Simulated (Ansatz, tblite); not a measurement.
# Si10H16 off sphere (AlH16PSi8): spin states and exact exchange

Is the singlet the ground state of Si10H16 off sphere (AlH16PSi8)? Other spin states are computed and compared level by level.

Program: Ansatz 0.2.0, Gaussian basis. Level of theory: as each input shows. These are calculated values, not measurements.

Plan: triplet, at the geometry of the singlet (GFN1-xTB, GFN2-xTB, PBE0-D4/def2-TZVP, PBE-D4/def2-TZVP); the singlet's energies come from earlier runs.

## Step 1: The structure

The geometry is that of the singlet, from an earlier relaxation (PBE-D4/def2-SVP).

26 atoms, charge 0, spin multiplicity 1.

Bond lengths: Si1–Al7 2.488 Å, Si1–Si8 2.358 Å, Si1–H11 1.516 Å, Si1–H12 1.517 Å, Si2–Al7 2.479 Å, Si2–Si9 2.360 Å, Si2–H13 1.515 Å, Si2–H14 1.515 Å, Si3–Al7 2.488 Å, Si3–Si10 2.358 Å, Si3–H15 1.517 Å, Si3–H16 1.516 Å, P4–Si8 2.311 Å, P4–Si10 2.311 Å, P4–H17 1.429 Å, P4–H18 1.430 Å, Si5–Si9 2.354 Å, Si5–Si10 2.358 Å and more. Angles: Al7–Si1–Si8 111.3°, Al7–Si1–H11 117.4°, Al7–Si1–H12 119.5°, Si8–Si1–H11 98.9°, Si8–Si1–H12 101.6°, H11–Si1–H12 105.2°, Al7–Si2–Si9 114.0°, Al7–Si2–H13 115.1°, Al7–Si2–H14 115.1°, Si9–Si2–H13 102.8°, Si9–Si2–H14 102.8°, H13–Si2–H14 105.5°, Al7–Si3–Si10 111.3°, Al7–Si3–H15 119.4°, Al7–Si3–H16 117.4°, Si10–Si3–H15 101.6°, Si10–Si3–H16 98.9°, H15–Si3–H16 105.2° and more.

## Step 2: Triplet at the fixed geometry, GFN1-xTB

Tight binding, by tblite at 300 K electronic temperature and without a spin-polarisation term:

```python
tblite.interface.Calculator('GFN1-xTB', numbers, positions, charge=0, uhf=2).singlepoint()
```

Energy -739.2175 eV; 0.083 s.

## Step 3: Triplet at the fixed geometry, GFN2-xTB

Tight binding, by tblite at 300 K electronic temperature and without a spin-polarisation term:

```python
tblite.interface.Calculator('GFN2-xTB', numbers, positions, charge=0, uhf=2).singlepoint()
```

Energy -689.8259 eV; 0.12 s.

## Step 4: Triplet at the fixed geometry, PBE0-D4/def2-TZVP

File in.yaml:

```yaml
crystal:
  periodic: [false, false, false]
  atoms:
    - {symbol: Si, position_ang: [-0.053157, -2.837020, 0.009393]}
    - {symbol: Si, position_ang: [-0.017347, -0.020250, -2.792614]}
    - {symbol: Si, position_ang: [-2.837207, -0.063662, 0.007552]}
    - {symbol: P, position_ang: [-0.013548, -0.011648, 2.412309]}
    - {symbol: Si, position_ang: [0.067073, 2.707299, -0.005156]}
    - {symbol: Si, position_ang: [2.706911, 0.077702, -0.002849]}
    - {symbol: Al, position_ang: [-1.518135, -1.524535, -1.515000]}
    - {symbol: Si, position_ang: [1.383973, -1.429254, 1.238696]}
    - {symbol: Si, position_ang: [1.346796, 1.350927, -1.441101]}
    - {symbol: Si, position_ang: [-1.435480, 1.379572, 1.236475]}
    - {symbol: H, position_ang: [0.988123, -3.736242, -0.627809]}
    - {symbol: H, position_ang: [-0.679347, -3.671484, 1.110207]}
    - {symbol: H, position_ang: [0.989619, -0.720752, -3.682297]}
    - {symbol: H, position_ang: [-0.719677, 0.982725, -3.685349]}
    - {symbol: H, position_ang: [-3.669493, -0.692696, 1.108391]}
    - {symbol: H, position_ang: [-3.740438, 0.973595, -0.630523]}
    - {symbol: H, position_ang: [-0.798986, -0.799493, 3.309804]}
    - {symbol: H, position_ang: [0.750522, 0.755850, 3.345732]}
    - {symbol: H, position_ang: [-0.797421, 3.679776, -0.767528]}
    - {symbol: H, position_ang: [0.918408, 3.494497, 0.962912]}
    - {symbol: H, position_ang: [3.683261, -0.783601, -0.763877]}
    - {symbol: H, position_ang: [3.490106, 0.932677, 0.965258]}
    - {symbol: H, position_ang: [-2.462658, -2.473344, -2.410532]}
    - {symbol: H, position_ang: [2.157283, -2.005378, 2.404274]}
    - {symbol: H, position_ang: [2.276023, 2.283114, -2.187463]}
    - {symbol: H, position_ang: [-2.015204, 2.151635, 2.401095]}
basis:
  gaussian: {orbitals: def2-TZVP, fitting: {mean_field: def2-universal-jkfit}}
magnetization: {spin_polarized: true, initial_magnetization: 2}
hamiltonian: {xc: pbe0, dispersion: d4}
scf: {omitted_lower_state_checks: [starts]}
output: {orbitals: {seedname: orbitals}}
```

Launch:

```
$ ansatz run in.yaml --threads 2 --pin off --events-out ev --progress --plain --max-ram 32768MiB --backend cuda --devices 0, --max-vram 18GiB
```

Standard output:

```text
Functional definition: PBE0
  name "PBE0"
  cite "Adamo & Barone, J. Chem. Phys. 110, 6158 (1999) doi:10.1063/1.478522"
  cite "Perdew, Burke & Ernzerhof, Phys. Rev. Lett. 77, 3865 (1996) doi:10.1103/PhysRevLett.77.3865"
  parent pbe
  parameter a = 0.25
  parameter kappa = 0.804
  parameter beta = 0.06672455060314922
  exchange = (1 - a)*pbe_x(kappa = kappa, mu = beta*pi^2/3) + a*exact_x
  correlation = pbe_c(beta = beta)
these checks for a lower state are left out or cut short: starts
1568 factors; integrals over basis functions are off by at most 6.2e-1 eV
mean field evaluation 1: about -79131.7393 eV, gradient 1.6e1 eV
mean field evaluation 2: about -79126.3249 eV, gradient 2.7e1 eV
mean field evaluation 4: about -79133.7160 eV, gradient 3.7e0 eV
mean field evaluation 8: about -79133.8658 eV, gradient 3.0e-1 eV
mean field evaluation 16: about -79133.8830 eV, gradient 2.1e-2 eV
mean field evaluation 32: about -79133.8868 eV, gradient 1.8e-1 eV
mean field -79133.90083194 eV, -2908.1172166894 hartree, gradient 6.1e-6 eV, S^2 2.010577; 0 other end points of the search recorded, 0 dependent functions left out
reference -79133.90089263 eV, -2908.1172189195 hartree; 79, 77 occupied and 387, 389 virtual orbitals, 1568 factors
Total energy: -79135.14213174 eV, -2908.1628336157 hartree
Checks for a lower state left out: starts
```

Run time: 9.5 s. Hardware: 1 × H100 (card shared with other runs) with 2 threads of AMD EPYC 7R13, shared host; peak host memory 1.1 GiB.

HOMO -2.85 eV, LUMO -5.60 eV (over both spins; with the spin held, an empty level of the minority spin lies below the top filled one); ⟨S²⟩ 2.011 (pure: 2.00).

## Step 5: Triplet at the fixed geometry, PBE-D4/def2-TZVP

start.molden holds the orbitals of an earlier run on this state, given as this run's starting guess.

in.yaml, as its differences from that of step 4:

```diff
@@ -30,5 +30,5 @@
 basis:
-  gaussian: {orbitals: def2-TZVP, fitting: {mean_field: def2-universal-jkfit}}
+  gaussian: {orbitals: def2-TZVP, fitting: {mean_field: def2-universal-jkfit}, initial_orbitals: start.molden}
 magnetization: {spin_polarized: true, initial_magnetization: 2}
-hamiltonian: {xc: pbe0, dispersion: d4}
+hamiltonian: {xc: pbe, dispersion: d4}
 scf: {omitted_lower_state_checks: [starts]}
```

Launched as before.

Standard output:

```text
Functional definition: PBE
  name "PBE"
  cite "Perdew, Burke & Ernzerhof, Phys. Rev. Lett. 77, 3865 (1996) doi:10.1103/PhysRevLett.77.3865"
  parent pbe
  parameter kappa = 0.804
  parameter beta = 0.06672455060314922
  exchange = pbe_x(kappa = kappa, mu = beta*pi^2/3)
  correlation = pbe_c(beta = beta)
these checks for a lower state are left out or cut short: starts
1568 factors; integrals over basis functions are off by at most 6.2e-1 eV
mean field evaluation 1: about -79125.9297 eV, gradient 1.4e1 eV
mean field evaluation 2: about -79126.2581 eV, gradient 5.1e-1 eV
mean field evaluation 4: about -79126.2879 eV, gradient 9.7e-1 eV
mean field evaluation 8: about -79126.3024 eV, gradient 3.2e-2 eV
mean field evaluation 16: about -79126.3024 eV, gradient 3.2e-5 eV
mean field -79126.30237206 eV, -2907.8379784392 hartree, gradient 2.3e-6 eV, S^2 2.005872; 0 other end points of the search recorded, 0 dependent functions left out
reference -79126.30245146 eV, -2907.8379813572 hartree; 79, 77 occupied and 387, 389 virtual orbitals, 1568 factors
Total energy: -79127.68429598 eV, -2907.8887632064 hartree
Checks for a lower state left out: starts
```

Wall time 7 s (1 × H100 (card shared with other runs) with 2 threads of AMD EPYC 7R13, shared host); peak host memory 1.1 GiB.

HOMO -2.37 eV, LUMO -6.26 eV (over both spins; with the spin held, an empty level of the minority spin lies below the top filled one); ⟨S²⟩ 2.006 (pure: 2.00).

## Step 6: Triplet less singlet, vertical

The singlet's energies are those of its earlier runs, whose logs aren't repeated here.

| level | triplet less singlet, vertical (eV) | time |
| --- | --- | --- |
| GFN1-xTB | +2.509 | 0.15 s |
| GFN2-xTB | +2.525 | 0.19 s |
| PBE-D4/def2-TZVP | +3.818 | 16 s |
| PBE0-D4/def2-TZVP | +4.172 | 20 s |

Times add the two runs; a level without a time comes out of a correlated run. Tight binding without a spin term can't rank spin states.

## Step 7: Summary of results

| quantity | value |
| --- | --- |
| triplet less singlet, vertical, functionals in def2-TZVP | +3.818 (PBE-D4) to +4.172 eV (PBE0-D4) |

**Reading.** All functionals put the triplet above the singlet, over a spread of 0.354 eV. The checks for a lower triplet were left out, so another state of that spin may lie lower. These are electronic energies, without zero-point motion, entropy or surroundings.
